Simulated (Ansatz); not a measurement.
# FH₃SbSi radical: small, medium and large basis sets

The task here is to estimate one member of a computed series from the others.

Computed with Ansatz 0.2.0, Gaussian basis. Level: one geometry, several basis sets.

Plan: PBE0-D4/def2-SVP; ωB97M-V/def2-SVP; PBE0-D4/def2-QZVPP; ωB97M-V/def2-QZVPP; the functionals' def2-TZVPP values are taken from earlier runs.

### The relaxed structure

The geometry comes from an earlier relaxation with PBE0-D4 in a triple-zeta def2 set; it is a stationary point. Sb takes the def2 core potential; no spin-orbit term is included.

SMILES `[F][Sb][SiH3]`, 6 atoms, charge 0, spin multiplicity 2.

Atoms are counted from 1 here; the program's logs count them from 0.

Bond lengths: F1–Sb2 1.930 Å, Sb2–Si3 2.584 Å, Si3–H4 1.489 Å, Si3–H5 1.486 Å, Si3–H6 1.486 Å. Angles: F1–Sb2–Si3 92.8°, Sb2–Si3–H4 107.7°, Sb2–Si3–H5 110.6°, Sb2–Si3–H6 110.6°, H4–Si3–H5 109.3°, H4–Si3–H6 109.2°, H5–Si3–H6 109.4°.

Set-up of the first run:

The input, in.yaml:

```yaml
crystal:
  periodic: [false, false, false]
  atoms:
    - {symbol: F, position_ang: [1.318428, -1.809267, 1.358652]}
    - {symbol: Sb, position_ang: [-0.277922, -1.949481, 0.282767]}
    - {symbol: Si, position_ang: [-0.243150, 0.561417, -0.325856]}
    - {symbol: H, position_ang: [-1.407730, 0.827983, -1.214874]}
    - {symbol: H, position_ang: [1.011362, 0.907133, -1.044124]}
    - {symbol: H, position_ang: [-0.358889, 1.398216, 0.897136]}
basis:
  gaussian: {orbitals: def2-SVP}
magnetization: {spin_polarized: true, initial_magnetization: 1}
hamiltonian: {xc: pbe0, dispersion: d4}
output: {orbitals: {seedname: orbitals}}
```

Steps of the session up to this table: PBE0-D4 in def2-SVP; ωB97M-V in def2-SVP; PBE0-D4 in def2-QZVPP; ωB97M-V in def2-QZVPP.

One of the session's tables, all rows but one given; the rest of the session is left out.

It belongs to the step «Functionals by basis». 

```
functional       basis  HOMO (eV)  LUMO (eV)
   PBE0-D4    def2-SVP      -6.23      -3.14
   PBE0-D4  def2-TZVPP      -6.35      -3.22
   PBE0-D4  def2-QZVPP      -6.37      -3.24
   ωB97M-V    def2-SVP          ?          ?
   ωB97M-V  def2-TZVPP      -8.30      -1.48
   ωB97M-V  def2-QZVPP      -8.33      -1.52
```

Q: Estimate the row for ωB97M-V, def2-SVP from the others.

As computed: HOMO (eV): -8.17; LUMO (eV): -1.27. In the column «HOMO (eV)» it lies between ωB97M-V, def2-TZVPP (-8.30) and PBE0-D4, def2-QZVPP (-6.37).
